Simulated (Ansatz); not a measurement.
# CaMn2Bi2: the cost of one run

All numbers are computed with Ansatz 0.2.0 through its Python package. Level of theory: DFT PBE, plane waves, PAW.

## Step 1: The structure

It takes space group P-3m1 (No. 164, trigonal). The conventional cell has a = 4.626 Å, b = 4.626 Å, c = 7.729 Å, α = 90.00°, β = 90.00°, γ = 120.00°. Ca (site symmetry -3m) is surrounded by 6 Bi at 3.29 Å. Mn (site symmetry 3m) is surrounded by 4 Bi at 2.86 to 2.87 Å and 3 Mn at 3.26 Å. Bi (site symmetry 3m) has 4 Mn at 2.86 to 2.87 Å and 3 Ca at 3.29 Å in its first shell of neighbours.

No structure file is read: the coordinates are typed or built in the script.

## Step 2: Script

eos_camn2bi2.py reads:

```python
import warnings

import ansatz
from ase.eos import EquationOfState
from ase.units import GPa
import numpy as np

VECTORS = np.array([
    [4.626382, 0.0, 0.0],
    [-2.313191, 4.006564, 0.0],
    [0.0, 0.0, 7.728792],
])
SITES = [
    ("Ca", (0.0, 0.0, 0.0), 0.0),
    ("Mn", (2 / 3, 1 / 3, 0.620735), 2.8),
    ("Mn", (1 / 3, 2 / 3, 0.379265), -2.8),
    ("Bi", (2 / 3, 1 / 3, 0.248809), 0.0),
    ("Bi", (1 / 3, 2 / 3, 0.751191), 0.0),
]


def crystal_on(cell):
    crystal = ansatz.Crystal(lattice=ansatz.Lattice.of(cell))
    for symbol, position, moment in SITES:
        crystal = crystal.atom(symbol, position, moment=moment or None)
    return crystal

warnings.simplefilter("ignore", ansatz.DeckWarning)

volumes, energies = [], []
for scale in np.linspace(0.88, 1.12, 7):
    cell = VECTORS * scale ** (1 / 3)
    model = (
        crystal_on(cell).calculation()
        .occupations("fermi_dirac")
        .functional("PBE")
        .basis(510)
        .spin(ansatz.SpinTreatment.COLLINEAR)
        .kpoints(7, 7, 4)
    )
    report = model.run(threads=1).report
    volumes.append(abs(np.linalg.det(cell)) / len(SITES))
    energies.append(report["free_energy_ev"] / len(SITES))
    print(f"V = {volumes[-1]:8.4f} A^3/atom  F = {energies[-1]:.5f} eV/atom")

eos = EquationOfState(volumes, energies, eos="birchmurnaghan")
v0, e0, bulk = eos.fit()
print(f"V0 = {v0:.4f} A^3/atom, E0 = {e0:.5f} eV/atom, B = {bulk / GPa:.1f} GPa")
eos.plot("eos.png")
```

## Step 3: Launch

The run is started by

```console
> python eos_camn2bi2.py
```

What time and memory should one allow on 1 thread of Arm Neoverse V2, shared host?

About 6.8 min, with a peak of 0.77 GiB.
